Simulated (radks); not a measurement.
# Valence configurations of Ar²⁺

Aim: which of several valence configurations of Ar²⁺ lies lowest at this level, and whether it is the one NIST lists ([Ne] 3s2 3p4).

Program: radks (a radial shooting solver on a logarithmic mesh, Libxc functionals) version 1. Level of theory: scalar-relativistic Kohn-Sham, PBEsol, spin-polarised, spherical densities, finite nucleus; open shells are filled with parallel spins first. These are calculated values, not measurements, unless marked.

## (1) Starting point

| Property | Result |
| --- | --- |
| element | argon (Z = 18) |
| charge | +2 |
| electrons | 16 |
| configuration | [Ne] 3s2 3p4 |
| nuclear rms radius | 3.4274 fm |
| others tried | 3s1.5 3p4.5; 3s1 3p5; 3p6; 3s0.5 3p5.5 |

The outer shells:

Ar²⁺
```
[Ne] core
3s [↑↓]
3p [↑↓][↑ ][↑ ]
```

## (2) [Ne] 3s2 3p4

The run's settings:

```text
Z 18
configuration [Ne] 3s2 3p4
relativity scalar-relativistic
functional pbe_sol,pbe_sol
spin polarised
nucleus finite rms 3.4274 fm
c 137.035999084
```

Run with:

```sh
$ python run_ks.py task.json out
```

All runs below come from this command, one after another.

## (3) [Ne] 3s1.5 3p4.5

Settings, as their differences from step 2:

```diff
@@ -1,3 +1,3 @@
 Z 18
-configuration [Ne] 3s2 3p4
+configuration [Ne] 3s1.5 3p4.5
 relativity scalar-relativistic
```

## (4) [Ne] 3s1 3p5

Settings, as their differences from step 3:

```diff
@@ -1,3 +1,3 @@
 Z 18
-configuration [Ne] 3s1.5 3p4.5
+configuration [Ne] 3s1 3p5
 relativity scalar-relativistic
```

## (5) [Ne] 3p6

Settings, as their differences from step 4:

```diff
@@ -1,3 +1,3 @@
 Z 18
-configuration [Ne] 3s1 3p5
+configuration [Ne] 3p6
 relativity scalar-relativistic
```

## (6) [Ne] 3s0.5 3p5.5

Settings, as their differences from step 5:

```diff
@@ -1,3 +1,3 @@
 Z 18
-configuration [Ne] 3p6
+configuration [Ne] 3s0.5 3p5.5
 relativity scalar-relativistic
```

**Question.** What will these runs give? Wanted: for each run, valence; E − E(NIST configuration); moment; highest level; its energy; 1s shift.

As calculated:

| valence | E − E(NIST configuration) (eV) | moment (μB) | highest level | its energy (eV) | 1s shift (eV) |
| --- | --- | --- | --- | --- | --- |
| 3s2 3p4 | 0.000 | 2 | 3p down | -33.948 | +0.00 |
| 3s1.5 3p4.5 | 7.500 | 2 | 3p down | -34.197 | -0.59 |
| 3s1 3p5 | 14.999 | 2 | 3p down | -34.440 | -1.17 |
| 3s0.5 3p5.5 | 23.558 | 1 | 3p down | -35.472 | -1.67 |
| 3p6 | 31.472 | 0 | 3p | -36.397 | -2.09 |

What this shows: Theory agrees with NIST among these: the next, 3s1.5 3p4.5, lies 7.500 eV higher. The energies are those of spherical high-spin densities, not of single terms. The 1s eigenvalue shifts by up to 2.09 eV as the valence charge is rearranged.
